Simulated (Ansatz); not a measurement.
# GeH₇NSSi: how energies converge with the basis set

The task here is to estimate one member of a computed series from the others.

Method: one geometry, several basis sets; program: Ansatz 0.2.0, Gaussian basis.

The runs, in order: PBE0-D4/def2-SVP; ωB97M-V/def2-SVP; PBE0-D4/def2-QZVPP; ωB97M-V/def2-QZVPP; the functionals' def2-TZVPP values are taken from earlier runs.

## The geometry

An earlier PBE0-D4 in a triple-zeta def2 set relaxation fixed the geometry.

SMILES `N[SiH2][GeH2][SH]`, 11 atoms, charge 0, spin multiplicity 1.

Atoms are counted from 1 here; the program's logs count them from 0.

Bond lengths: N1–Si2 1.721 Å, N1–H5 1.007 Å, N1–H6 1.007 Å, Si2–Ge3 2.383 Å, Si2–H7 1.493 Å, Si2–H8 1.488 Å, Ge3–S4 2.238 Å, Ge3–H9 1.542 Å, Ge3–H10 1.540 Å, S4–H11 1.343 Å. Angles: Si2–N1–H5 119.7°, Si2–N1–H6 120.6°, H5–N1–H6 111.0°, N1–Si2–Ge3 110.6°, N1–Si2–H7 116.1°, N1–Si2–H8 107.0°, Ge3–Si2–H7 106.8°, Ge3–Si2–H8 108.4°, H7–Si2–H8 107.6°, Si2–Ge3–S4 108.1°, Si2–Ge3–H9 113.5°, Si2–Ge3–H10 113.4°, S4–Ge3–H9 109.7°, S4–Ge3–H10 103.3°, H9–Ge3–H10 108.3°, Ge3–S4–H11 94.6°.

The first run:

File in.yaml:

```yaml
crystal:
  periodic: [false, false, false]
  atoms:
    - {symbol: N, position_ang: [-0.947181, 1.956904, 0.044923]}
    - {symbol: Si, position_ang: [-0.851082, 0.276027, -0.310388]}
    - {symbol: Ge, position_ang: [1.304808, -0.576432, 0.239752]}
    - {symbol: S, position_ang: [1.322821, -2.767948, -0.213731]}
    - {symbol: H, position_ang: [-1.843433, 2.376925, 0.232238]}
    - {symbol: H, position_ang: [-0.328894, 2.612344, -0.404644]}
    - {symbol: H, position_ang: [-1.120048, -0.112835, -1.726766]}
    - {symbol: H, position_ang: [-1.859038, -0.408071, 0.543539]}
    - {symbol: H, position_ang: [1.699653, -0.347985, 1.712230]}
    - {symbol: H, position_ang: [2.428817, -0.020508, -0.653932]}
    - {symbol: H, position_ang: [0.258877, -3.045423, 0.557577]}
basis:
  gaussian: {orbitals: def2-SVP}
hamiltonian: {xc: pbe0, dispersion: d4}
output: {orbitals: {seedname: orbitals}}
```

On the command line:

```sh
$ ansatz run in.yaml --threads 4 --pin off --events-out ev --progress --plain --max-ram 10444MiB
```

Among the steps run: PBE0-D4 in def2-SVP; ωB97M-V in def2-SVP; PBE0-D4 in def2-QZVPP; ωB97M-V in def2-QZVPP.

One of the session's tables, all rows but one given; the rest of the session is left out.

```
functional       basis  HOMO (eV)
   PBE0-D4    def2-SVP      -6.75
   PBE0-D4  def2-TZVPP      -6.90
   PBE0-D4  def2-QZVPP      -6.93
   ωB97M-V    def2-SVP      -8.83
   ωB97M-V  def2-TZVPP      -9.01
   ωB97M-V  def2-QZVPP          ?
```

Q: Estimate the row for ωB97M-V, def2-QZVPP from the others.

The run gave: HOMO (eV): -9.05. In the column «HOMO (eV)» it is the lowest.
